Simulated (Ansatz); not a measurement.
BeAl3:

```
CELL_PARAMETERS angstrom
-1.94219 1.94219 3.85189
1.94219 -1.94219 3.85189
1.94219 1.94219 -3.85189
ATOMIC_POSITIONS crystal
Al 0.50000 0.50000 0.00000
Al 0.25000 0.75000 0.50000
Al 0.75000 0.25000 0.50000
Be 0.00000 0.00000 0.00000
```

The cell comes from a database or a generator and needn't be the stable form of this composition.

| Property | Result |
| --- | --- |
| Program | Ansatz 0.2.0 |
| Task | single point |
| Functional | PBE |
| Potentials or basis | Ansatz PAW |
| Cutoff | 420 eV (not typed: the program's choice for these potentials) |
| k mesh | 10 × 10 × 10 |
| Occupations | fermi-dirac, width 0.05 eV |
| Spin | no spin polarisation |

On this cell: pressure 0.7 GPa; largest force under 0.003 eV/Å; band gap on the k mesh none (metal or under the smearing width).

The same run follows on a disturbed copy (atoms moved at random, drawn with an rms of 0.05 Å):

```
Al Be
1.0
    -1.94219    1.94219    3.85189
     1.94219   -1.94219    3.85189
     1.94219    1.94219   -3.85189
Al Be
3 1
Direct
  0.49020 0.49712 0.98394
  0.24782 0.75211 0.48970
  0.75068 0.26332 0.50027
  0.00505 0.00093 0.99752
```

Q: What changes?

A: The energy (extrapolated to zero smearing) moves by +2.8 meV/atom; pressure 0.8 GPa; largest force 0.301 eV/Å; band gap on the k mesh none (metal or under the smearing width).

Forces on the atoms (eV/Å):
```
Al   0.087  0.117  0.264
Al   0.127  0.000 -0.110
Al  -0.226 -0.055 -0.167
Be   0.011 -0.063  0.014
```

Stress tensor (GPa, compression positive):
```
 0.34  0.01 -0.24
 0.01  0.61  0.06
-0.24  0.06  1.35
```
